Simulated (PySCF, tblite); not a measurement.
# C3H5F3Si: geometry, infrared bands and NMR shifts

Wanted: the infrared bands and NMR shifts of C3H5F3Si (`FC(F)[C@@]1(F)C[SiH2]1`), by calculation.

Computed with tblite 0.8.0 and PySCF 2.14.0, with density-fitted response routines of our own, on a single molecule in the gas phase. Atoms are numbered from 0 throughout.

### 1 The molecule as given

12 atoms, charge 0, multiplicity 1; geometry from: force field or distance geometry start.

Bonds of the start (Å): F0–C1 1.36, C1–F2 1.37, C1–C3 1.50, C3–F4 1.38, C3–C5 1.49, C5–Si6 1.90, Si6–C3 1.84, C1–H7 1.08, C5–H8 1.08, C5–H9 1.08, Si6–H10 1.49, Si6–H11 1.48.

### 2 Geometry optimisation with GFN2-xTB

The job: settings as JSON, then the geometry in Å.

```
{"job": {"kind": "relax", "xc": "GFN2-xTB", "basis": "xTB"}, "charge": 0, "multiplicity": 1}
F     -1.839600    -1.571900     0.085800
C     -1.535800    -0.245500    -0.011100
F     -1.585800     0.245000     1.265000
C     -0.167100    -0.089300    -0.598000
F     -0.085000    -0.417800    -1.940400
C      0.730700     1.025000    -0.176800
Si     1.215500    -0.696500     0.452600
H     -2.281500     0.256700    -0.606300
H      1.436900     1.418500    -0.897600
H      0.422300     1.692700     0.620800
H      1.161200    -0.611100     1.934500
H      2.529300    -1.006500    -0.154400
```

Run with:

```sh
OMP_NUM_THREADS=1 python probes_run.py task.json out
```

The driver reads the jobs from task.json and runs them one after another.

**Question.** This job is followed by: GFN2-xTB harmonic vibrations, gas phase; GIAO PBE0/pcSseg-1 NMR shielding, non-relativistic, gas phase. What will the session give for the following? strongest single infrared mode (GFN2-xTB); zero-point energy (GFN2-xTB); 13C shifts against TMS (PBE0/pcSseg-1); 1H shifts against TMS (PBE0/pcSseg-1); 19F shifts against CFCl3 (PBE0/pcSseg-1); 29Si shifts against TMS (PBE0/pcSseg-1); surface potential, 1st and 99th percentile.

The runs gave:

```
                                 quantity                             value
strongest single infrared mode (GFN2-xTB)             2425 cm⁻¹, 381 km/mol
             zero-point energy (GFN2-xTB)                     45.4 kcal/mol
   13C shifts against TMS (PBE0/pcSseg-1)              124.5, 89.2, 8.5 ppm
    1H shifts against TMS (PBE0/pcSseg-1)  6.88, 3.22, 3.12, 1.46, 1.14 ppm
 19F shifts against CFCl3 (PBE0/pcSseg-1)        -121.7, -146.2, -231.4 ppm
  29Si shifts against TMS (PBE0/pcSseg-1)                        -138.5 ppm
    surface potential, 1st and 99th percentile                -0.89 V and 1.51 V
```

**Reading.** Over 72 steps the energy fell by 0.591 eV; of the close pairs, C3–Si6 changed most, 1.840 to 1.907 Å. No mode is imaginary among the 30: a minimum at this level. The strongest single mode, at 2425 cm⁻¹, moves mainly H10 and H11. Unscaled tight-binding wavenumbers are off by several per cent, some by more. Its intensities can rank the bands wrongly. H7 (hydrogen on an sp3 CH bonded to 2 F) lies farthest downfield among hydrogen, at 6.88 ppm; its carbon carries F, hence the downfield position. At PBE0/pcSseg-1: Shielding is most anisotropic at Si6 (span 280 ppm, paramagnetic term -393 ppm).
